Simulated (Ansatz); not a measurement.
# B₂H₄SSi: one species, many methods

An exercise on one series of results from a longer session: the logs are not shown, and one member is left open.

Method: functionals in def2-TZVPP, the program's frozen cores in correlated methods; program: Ansatz 0.2.0, Gaussian basis.

The runs, in order: LDA (SPW92), PBE-D4, revPBE-D4, BLYP-D4, r2SCAN-D4, B97M-V, PBE0-D4, B3LYP-D4, r2SCANh-D4, r2SCAN0-D4, HSE06-D4, BHLYP-D4, CAM-B3LYP-D4, LC-ωPBE, ωB97X-V, ωB97M-V, B2PLYP, PBE-QIDH; CCSD(T)/def2-SVP; CCSD(T)/def2-TZVPP; MP2/def2-QZVPP; extrapolation to the limit; RPA on PBE.

## The geometry

The geometry comes from an earlier relaxation with PBE0-D4 in a triple-zeta def2 set; it is a stationary point, not always the lowest conformer.

SMILES `B1[SiH2]BS1`, 8 atoms, charge 0, spin multiplicity 1.

Atoms are counted from 1 here; the program's logs count them from 0.

Bond lengths: B1–Si2 1.999 Å, B1–S4 1.810 Å, B1–H5 1.192 Å, Si2–B3 1.999 Å, Si2–H6 1.488 Å, Si2–H7 1.487 Å, B3–S4 1.810 Å, B3–H8 1.192 Å. Angles: Si2–B1–S4 97.3°, Si2–B1–H5 140.6°, S4–B1–H5 121.2°, B1–Si2–B3 72.4°, B1–Si2–H6 125.6°, B1–Si2–H7 108.9°, B3–Si2–H6 125.6°, B3–Si2–H7 108.9°, H6–Si2–H7 110.2°, Si2–B3–S4 97.3°, Si2–B3–H8 140.6°, S4–B3–H8 121.2°, B1–S4–B3 81.5°.

The first run:

in.yaml

```yaml
crystal:
  periodic: [false, false, false]
  atoms:
    - {symbol: B, position_ang: [-0.855585, 0.488680, -0.859461]}
    - {symbol: Si, position_ang: [0.695553, 0.667740, 0.388158]}
    - {symbol: B, position_ang: [0.080281, -1.232494, 0.460171]}
    - {symbol: S, position_ang: [-0.690576, -1.285875, -1.176891]}
    - {symbol: H, position_ang: [-1.806432, 1.097880, -1.239794]}
    - {symbol: H, position_ang: [0.771831, 1.597856, 1.547200]}
    - {symbol: H, position_ang: [1.949107, 0.737922, -0.409316]}
    - {symbol: H, position_ang: [-0.051979, -2.128808, 1.234132]}
basis:
  gaussian: {orbitals: def2-TZVPP}
hamiltonian: {xc: lda}
output: {orbitals: {seedname: orbitals}}
```

Started as:

```console
$ ansatz run in.yaml --threads 2 --pin off --events-out ev --progress --plain --max-ram 4352MiB
```

Among the steps run: LDA; PBE-D4 (GGA); revPBE-D4 (GGA); BLYP-D4 (GGA); r2SCAN-D4 (meta-GGA); B97M-V (meta-GGA); PBE0-D4 (hybrid); B3LYP-D4 (hybrid); r2SCANh-D4 (hybrid); r2SCAN0-D4 (hybrid); HSE06-D4 (hybrid); BHLYP-D4 (hybrid); CAM-B3LYP-D4 (range-separated); LC-ωPBE (range-separated); ωB97X-V (range-separated); ωB97M-V (range-separated); B2PLYP (double hybrid); PBE-QIDH (double hybrid).

One table of the session follows, with a row left open; its other results are not shown here.

It belongs to the step «Frontier levels by functional». 

```
  functional  HOMO (eV)  LUMO (eV)  gap (eV)
 LDA (SPW92)      -6.66      -3.31      3.35
      PBE-D4      -6.56      -3.12      3.44
   revPBE-D4      -6.52      -3.05      3.47
     BLYP-D4      -6.42      -2.91      3.51
   r2SCAN-D4      -6.80      -2.92      3.88
      B97M-V      -6.85      -2.96      3.88
     PBE0-D4      -7.69      -2.23      5.46
    B3LYP-D4      -7.49      -2.36      5.13
  r2SCANh-D4      -7.22      -2.60      4.62
  r2SCAN0-D4          ?          ?         ?
    HSE06-D4      -7.29      -2.61      4.69
    BHLYP-D4      -8.73      -1.15      7.58
CAM-B3LYP-D4      -9.00      -1.05      7.95
     LC-ωPBE     -10.34      -0.02     10.33
     ωB97X-V     -10.00      -0.06      9.94
     ωB97M-V      -9.79      -0.21      9.58
```

Q: Estimate the row for r2SCAN0-D4 from the others.

Worked estimate for «HOMO (eV)». Against the share of exact exchange, r2SCAN-D4 (0, -6.80), r2SCANh-D4 (0.1, -7.22) give a slope of -4.20 per unit share; at 0.25 the line stands at -7.85.

As computed: HOMO (eV): -7.84; LUMO (eV): -2.12; gap (eV): 5.72. In «HOMO (eV)» the line misses by -0.01.
